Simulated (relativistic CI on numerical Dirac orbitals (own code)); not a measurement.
# Ni³⁺: 2p photoemission with charge transfer

Aim: the 2p photoemission spectrum of Ni³⁺ in a cubic metal-ligand cluster, for 5 values of Delta.

Program: relativistic CI on numerical Dirac orbitals (own code) version 3. Level of theory: charge-transfer multiplet model of a cubic metal-ligand cluster with up to 3 ligand holes, Slater and spin-orbit integrals from Dirac-Coulomb-Breit ions, Slater integrals scaled by 0.8. These are calculated values, not measurements, unless marked.

### 1 What is computed

| Property | Result |
| --- | --- |
| ion | Ni³⁺ (Ni IV) |
| nuclear charge | 28 |
| electrons | 25 |
| d electrons | 7 |
| ligand holes at most | 3 |
| parameters | in eV; Veg, Vt2g hoppings, tenDq and tenDqL metal and ligand splittings (negative tenDq: tetrahedral), red the scaling of hopping with a core hole |
| temperature | 300 K |
| widths | Lorentz 0.6 eV, Gauss 0.8 eV |

### 2 Delta = -1.3 eV

The run's settings:

```ini
cluster ion=Ni3+ d7 ligand_holes=3 slater_scale=0.8
Delta=-1.3 Udd=7.4 Upd=9.2 tenDq=-0.25 tenDqL=0 Veg=0.8 Vt2g=-1.36 red=0.8
spectrum xps 2p T=300 lorentz=0.6 gauss=0.8
```

Command:

```bash
$ python run_levels.py task.json out
```

task.json lists these runs, among others, and the program works through them in turn.

From the run's result record (rounded, not every field), shortened:

```text
status: converged
curve, one point in 9 above 2 % of the maximum [energy, intensity] [eV from the first main peak; 1/eV]:
  - [-3.4, 0.002098]
  - [-2.5, 0.003591]
  - [-1.6, 0.008606]
  - [-0.7, 0.04778]
  - [0.2, 0.09372]
  - [1.1, 0.03999]
  - [2, 0.02698]
  - [2.9, 0.04413]
  - [3.8, 0.06893]
  - [4.7, 0.05285]
  - [5.6, 0.05136]
  - [6.5, 0.0273]
  - [7.4, 0.02673]
  - [8.3, 0.02011]
  - [9.2, 0.02073]
  - [10.1, 0.01699]
  - [11, 0.02749]
  - [11.9, 0.02355]
  - [12.8, 0.03546]
  - [13.7, 0.03181]
  - [14.6, 0.01774]
  - [15.5, 0.01014]
  - [16.4, 0.01596]
  - [17.3, 0.04061]
  - [18.2, 0.04147]
  - [19.1, 0.03594]
  - [20, 0.01794]
  - [20.9, 0.01489]
  - "... 16 more rows left out ..."
weights: [0.441897, 0.520515, 0.0372282, 0.00035982]
n_d: 7.59605
n_eg: 3.95692
ground_S: 1.49757
ground_energy [eV]: -5.5205
cluster_levels [E_eV, degeneracy, S, weight_dn]:
  - [5.329e-15, 4, 1.498, 0.4419]
  - [0.549, 4, 1.485, 0.4474]
  - [0.5707, 2, 1.494, 0.4469]
  - [0.6088, 4, 1.495, 0.4456]
  - [0.6214, 2, 1.498, 0.4452]
  - [0.9281, 2, 1.466, 0.4336]
  - [0.9841, 4, 1.463, 0.4236]
  - [1.047, 2, 1.462, 0.4074]
  - [1.066, 4, 1.471, 0.4095]
  - [1.1, 4, 0.5735, 0.2297]
  - [1.161, 2, 0.5632, 0.2301]
  - [1.216, 4, 0.5565, 0.2227]
  - [1.311, 2, 0.5748, 0.1777]
  - [1.375, 4, 0.5342, 0.1768]
  - [1.513, 2, 0.5209, 0.2335]
  - [1.643, 4, 0.6568, 0.1898]
  - [1.65, 4, 1.3, 0.2169]
  - [1.664, 2, 1.493, 0.2322]
  - [1.673, 4, 0.8096, 0.1954]
  - [1.711, 2, 0.5145, 0.1772]
  - [1.719, 2, 0.6343, 0.184]
  - [1.741, 4, 0.8033, 0.1866]
  - "... 2 more rows left out ..."
atomic [eV]: {"ground": {"F2dd": 10.5776, "F4dd": 6.60336, "zeta_d": 0.0889283}, "final": {"F2dd": 11.9359, "F4dd": 7.49177, "zeta_d": 0.124302, "zeta_core": 11.4003, "F2cd": 7.21449, "G1cd": 5.57589, "G3cd": 3.17338}}
```

Run time: 3 s. Hardware: 1 thread of Neoverse-V1, shared host; peak memory 0.22 GiB.

### 3 Delta = -3.3 eV

The run's settings:

```ini
cluster ion=Ni3+ d7 ligand_holes=3 slater_scale=0.8
Delta=-3.3 Udd=7.4 Upd=9.2 tenDq=-0.25 tenDqL=0 Veg=0.8 Vt2g=-1.36 red=0.8
spectrum xps 2p T=300 lorentz=0.6 gauss=0.8
```

Results of the run:

```text
status: converged
curve, one point in 15 above 2 % of the maximum [energy, intensity] [eV from the first main peak; 1/eV]:
  - [-3.3, 0.002199]
  - [-1.8, 0.006655]
  - [-0.3, 0.09034]
  - [1.2, 0.03276]
  - [2.7, 0.02261]
  - [4.2, 0.07459]
  - [5.7, 0.06455]
  - [7.2, 0.05098]
  - [8.7, 0.02468]
  - [10.2, 0.02062]
  - [11.7, 0.008341]
  - [13.2, 0.003486]
  - [14.7, 0.01331]
  - [16.2, 0.0199]
  - [17.7, 0.05206]
  - [19.2, 0.02498]
  - [20.7, 0.01249]
  - [22.2, 0.04694]
  - [23.7, 0.02743]
  - [25.2, 0.02206]
  - [26.7, 0.01511]
  - [28.2, 0.004369]
  - [33.5, 0.008058]
  - [35, 0.01057]
  - [36.5, 0.003496]
  - [38, 0.002167]
weights: [0.227816, 0.682601, 0.0882813, 0.00130127]
n_d: 7.86307
n_eg: 3.95081
ground_S: 1.49652
ground_energy [eV]: -6.988
cluster_levels [E_eV, degeneracy, S, weight_dn]:
  - [1.776e-15, 4, 1.497, 0.2278]
  - [0.5447, 4, 1.411, 0.2018]
  - [0.5713, 2, 1.472, 0.2075]
  - [0.6072, 4, 1.477, 0.2075]
  - [0.6212, 2, 1.49, 0.2087]
  - [0.7239, 4, 0.6659, 0.1139]
  - [0.7679, 2, 0.6366, 0.1148]
  - [0.8087, 4, 0.6145, 0.1096]
  - [0.8179, 2, 0.6742, 0.09109]
  - [0.89, 4, 0.9249, 0.1109]
  - [0.8981, 2, 1.437, 0.1688]
  - [0.948, 4, 1.391, 0.1502]
  - [0.9666, 2, 1.402, 0.138]
  - [0.9723, 4, 1.287, 0.1311]
  - [1.178, 2, 0.5388, 0.1093]
  - [1.196, 4, 0.5159, 0.06702]
  - [1.256, 2, 0.535, 0.06846]
  - [1.262, 4, 0.5467, 0.07875]
  - [1.281, 4, 0.7154, 0.08725]
  - [1.292, 2, 0.5226, 0.0755]
  - [1.367, 2, 1.488, 0.1214]
  - [1.37, 4, 1.117, 0.08412]
  - "... 2 more rows left out ..."
atomic [eV]: {"ground": {"F2dd": 10.5776, "F4dd": 6.60336, "zeta_d": 0.0889283}, "final": {"F2dd": 11.9359, "F4dd": 7.49177, "zeta_d": 0.124302, "zeta_core": 11.4003, "F2cd": 7.21449, "G1cd": 5.57589, "G3cd": 3.17338}}
```

It took 3.1 s on 1 thread of Neoverse-V1, shared host; peak memory 0.22 GiB.

### 4 Delta = -2.3 eV

The run's settings:

```ini
cluster ion=Ni3+ d7 ligand_holes=3 slater_scale=0.8
Delta=-2.3 Udd=7.4 Upd=9.2 tenDq=-0.25 tenDqL=0 Veg=0.8 Vt2g=-1.36 red=0.8
spectrum xps 2p T=300 lorentz=0.6 gauss=0.8
```

Results of the run:

```text
status: converged
curve, one point in 15 above 2 % of the maximum [energy, intensity] [eV from the first main peak; 1/eV]:
  - [-3.4, 0.002144]
  - [-1.9, 0.006245]
  - [-0.4, 0.08337]
  - [1.1, 0.03642]
  - [2.6, 0.02821]
  - [4.1, 0.06955]
  - [5.6, 0.06676]
  - [7.1, 0.02788]
  - [8.6, 0.02905]
  - [10.1, 0.01724]
  - [11.6, 0.006316]
  - [13.1, 0.0179]
  - [14.6, 0.02663]
  - [16.1, 0.01762]
  - [17.6, 0.04602]
  - [19.1, 0.03408]
  - [20.6, 0.01355]
  - [22.1, 0.04025]
  - [23.6, 0.02794]
  - [25.1, 0.01673]
  - [26.6, 0.009315]
  - [30.4, 0.002135]
  - [31.9, 0.01419]
  - [33.4, 0.01377]
  - [34.9, 0.004358]
  - [36.4, 0.002544]
weights: [0.324223, 0.616282, 0.0587973, 0.00069837]
n_d: 7.73597
n_eg: 3.95368
ground_S: 1.49711
ground_energy [eV]: -6.18715
cluster_levels [E_eV, degeneracy, S, weight_dn]:
  - [8.882e-16, 4, 1.497, 0.3242]
  - [0.554, 4, 1.469, 0.312]
  - [0.5764, 2, 1.489, 0.3136]
  - [0.613, 4, 1.491, 0.3131]
  - [0.6258, 2, 1.496, 0.3132]
  - [0.8814, 4, 0.5936, 0.1589]
  - [0.8947, 2, 1.16, 0.2368]
  - [0.9462, 4, 1.164, 0.2279]
  - [0.9696, 2, 0.9978, 0.2043]
  - [0.974, 2, 1.141, 0.1993]
  - [1.002, 4, 1.096, 0.2056]
  - [1.031, 4, 1.319, 0.2334]
  - [1.079, 2, 1.017, 0.1736]
  - [1.124, 4, 0.6476, 0.1319]
  - [1.32, 2, 0.5296, 0.159]
  - [1.394, 4, 0.5122, 0.1086]
  - [1.438, 4, 0.7576, 0.1301]
  - [1.447, 4, 0.9263, 0.1329]
  - [1.454, 2, 0.5748, 0.1092]
  - [1.476, 2, 0.5465, 0.1166]
  - [1.484, 2, 1.465, 0.1664]
  - [1.52, 4, 1.14, 0.1482]
  - "... 2 more rows left out ..."
atomic [eV]: {"ground": {"F2dd": 10.5776, "F4dd": 6.60336, "zeta_d": 0.0889283}, "final": {"F2dd": 11.9359, "F4dd": 7.49177, "zeta_d": 0.124302, "zeta_core": 11.4003, "F2cd": 7.21449, "G1cd": 5.57589, "G3cd": 3.17338}}
```

Wall time 3.1 s (1 thread of Neoverse-V1, shared host); peak memory 0.23 GiB.

### 5 Delta = -0.3 eV

The run's settings:

```ini
cluster ion=Ni3+ d7 ligand_holes=3 slater_scale=0.8
Delta=-0.3 Udd=7.4 Upd=9.2 tenDq=-0.25 tenDqL=0 Veg=0.8 Vt2g=-1.36 red=0.8
spectrum xps 2p T=300 lorentz=0.6 gauss=0.8
```

Results of the run:

```text
status: converged
curve, one point in 15 above 2 % of the maximum [energy, intensity] [eV from the first main peak; 1/eV]:
  - [-3.5, 0.001873]
  - [-2, 0.004961]
  - [-0.5, 0.05924]
  - [1, 0.05031]
  - [2.5, 0.02791]
  - [4, 0.05975]
  - [5.5, 0.04047]
  - [7, 0.02506]
  - [8.5, 0.02253]
  - [10, 0.04027]
  - [11.5, 0.04811]
  - [13, 0.02617]
  - [14.5, 0.01244]
  - [16, 0.01624]
  - [17.5, 0.03696]
  - [19, 0.03378]
  - [20.5, 0.01534]
  - [22, 0.02822]
  - [23.5, 0.01569]
  - [25, 0.01163]
  - [26.5, 0.006102]
  - [28, 0.0109]
  - [29.5, 0.03375]
  - [31, 0.01656]
  - [32.5, 0.008084]
  - [34, 0.002388]
weights: [0.565086, 0.412327, 0.0224092, 0.00017773]
n_d: 7.45768
n_eg: 3.95835
ground_S: 1.49787
ground_energy [eV]: -4.99458
cluster_levels [E_eV, degeneracy, S, weight_dn]:
  - [4.441e-15, 4, 1.498, 0.5651]
  - [0.5282, 4, 1.491, 0.5869]
  - [0.551, 2, 1.496, 0.5855]
  - [0.5911, 4, 1.496, 0.5835]
  - [0.604, 2, 1.499, 0.583]
  - [0.9059, 2, 1.488, 0.5971]
  - [0.9703, 4, 1.49, 0.5908]
  - [1.047, 2, 1.49, 0.5819]
  - [1.064, 4, 1.494, 0.582]
  - [1.35, 4, 0.5199, 0.3235]
  - [1.407, 2, 0.5229, 0.3265]
  - [1.473, 4, 0.5218, 0.3176]
  - [1.625, 2, 0.5334, 0.2522]
  - [1.682, 4, 0.5309, 0.263]
  - [1.74, 2, 0.5153, 0.3396]
  - [1.884, 4, 1.445, 0.3349]
  - [1.891, 2, 1.49, 0.3382]
  - [1.908, 4, 1.004, 0.3193]
  - [1.95, 4, 0.6734, 0.2904]
  - [1.993, 2, 0.9979, 0.3096]
  - [1.999, 2, 0.5058, 0.29]
  - [2.021, 4, 0.9062, 0.2903]
  - "... 2 more rows left out ..."
atomic [eV]: {"ground": {"F2dd": 10.5776, "F4dd": 6.60336, "zeta_d": 0.0889283}, "final": {"F2dd": 11.9359, "F4dd": 7.49177, "zeta_d": 0.124302, "zeta_core": 11.4003, "F2cd": 7.21449, "G1cd": 5.57589, "G3cd": 3.17338}}
```

It took 3.1 s on 1 thread of Neoverse-V1, shared host; peak memory 0.22 GiB.

### 6 Delta = 1.7 eV

The run's settings:

```ini
cluster ion=Ni3+ d7 ligand_holes=3 slater_scale=0.8
Delta=1.7 Udd=7.4 Upd=9.2 tenDq=-0.25 tenDqL=0 Veg=0.8 Vt2g=-1.36 red=0.8
spectrum xps 2p T=300 lorentz=0.6 gauss=0.8
```

Results of the run:

```text
status: converged
curve, one point in 15 above 2 % of the maximum [energy, intensity] [eV from the first main peak; 1/eV]:
  - [-3.7, 0.001551]
  - [-2.2, 0.003635]
  - [-0.7, 0.03356]
  - [0.8, 0.05629]
  - [2.3, 0.03108]
  - [3.8, 0.03549]
  - [5.3, 0.04535]
  - [6.8, 0.04324]
  - [8.3, 0.06159]
  - [9.8, 0.0534]
  - [11.3, 0.01831]
  - [12.8, 0.02272]
  - [14.3, 0.01247]
  - [15.8, 0.007358]
  - [17.3, 0.01334]
  - [18.8, 0.03788]
  - [20.3, 0.01757]
  - [21.8, 0.01183]
  - [23.3, 0.02117]
  - [24.8, 0.01826]
  - [26.3, 0.0332]
  - [27.8, 0.03841]
  - [29.3, 0.01193]
  - [30.8, 0.006629]
  - [32.3, 0.002044]
weights: [0.759719, 0.232609, 0.00763014, 4.18343e-05]
n_d: 7.248
n_eg: 3.95313
ground_S: 1.49814
ground_energy [eV]: -4.30747
cluster_levels [E_eV, degeneracy, S, weight_dn]:
  - [1.243e-14, 4, 1.498, 0.7597]
  - [0.4624, 4, 1.495, 0.7904]
  - [0.4887, 2, 1.498, 0.7889]
  - [0.5334, 4, 1.498, 0.7869]
  - [0.5465, 2, 1.499, 0.7869]
  - [0.7975, 2, 1.495, 0.8127]
  - [0.8715, 4, 1.496, 0.8096]
  - [0.9583, 2, 1.497, 0.8074]
  - [0.9782, 4, 1.497, 0.806]
  - [1.814, 4, 0.5108, 0.5817]
  - [1.863, 2, 0.5108, 0.5856]
  - [1.951, 4, 0.5193, 0.5778]
  - [2.148, 2, 0.5127, 0.6063]
  - [2.225, 2, 1, 0.5666]
  - [2.231, 4, 0.9417, 0.5886]
  - [2.277, 4, 1.218, 0.6158]
  - [2.293, 2, 1.157, 0.5876]
  - [2.303, 4, 1.345, 0.6303]
  - [2.38, 2, 1.44, 0.6381]
  - [2.463, 4, 0.5552, 0.5516]
  - [2.476, 2, 0.5064, 0.5857]
  - [2.541, 4, 0.6506, 0.5521]
  - "... 2 more rows left out ..."
atomic [eV]: {"ground": {"F2dd": 10.5776, "F4dd": 6.60336, "zeta_d": 0.0889283}, "final": {"F2dd": 11.9359, "F4dd": 7.49177, "zeta_d": 0.124302, "zeta_core": 11.4003, "F2cd": 7.21449, "G1cd": 5.57589, "G3cd": 3.17338}}
```

Run time: 3.1 s. Hardware: 1 thread of Neoverse-V1, shared host; peak memory 0.22 GiB.

### 7 The spectra side by side

| run | d count | weight without ligand hole | ground S | up to four highest peaks (% of the highest), eV from the first main peak |
| --- | --- | --- | --- | --- |
| Delta = -1.3 eV | 7.60 | 0.44 | 1.50 | 0.0 (100), 3.6 (70), 5.2 (54), 22.6 (51) |
| Delta = -3.3 eV | 7.86 | 0.23 | 1.50 | 0.0 (100), 5.0 (84), 7.3 (49), 17.6 (51) |
| Delta = -2.3 eV | 7.74 | 0.32 | 1.50 | 0.0 (100), 3.9 (68), 5.3 (68), 22.8 (56) |
| Delta = -0.3 eV | 7.46 | 0.57 | 1.50 | 0.0 (100), 3.7 (67), 11.7 (53), 17.9 (48) |
| Delta = 1.7 eV | 7.25 | 0.76 | 1.50 | 0.0 (100), 4.7 (71), 7.6 (86), 9.0 (92) |

### 8 What came out

| quantity | value |
| --- | --- |
| d count | 7.25 to 7.86 |
| ground spin (effective S from ⟨S²⟩) | 1.50 |

From Delta = -3.3 eV to Delta = 1.7 eV the ground-state d count goes from 7.86 to 7.25. In the first run the ligand-hole configurations outweigh d7 itself: the bond is strongly covalent. The cluster parameters are drawn, not fitted to a compound.
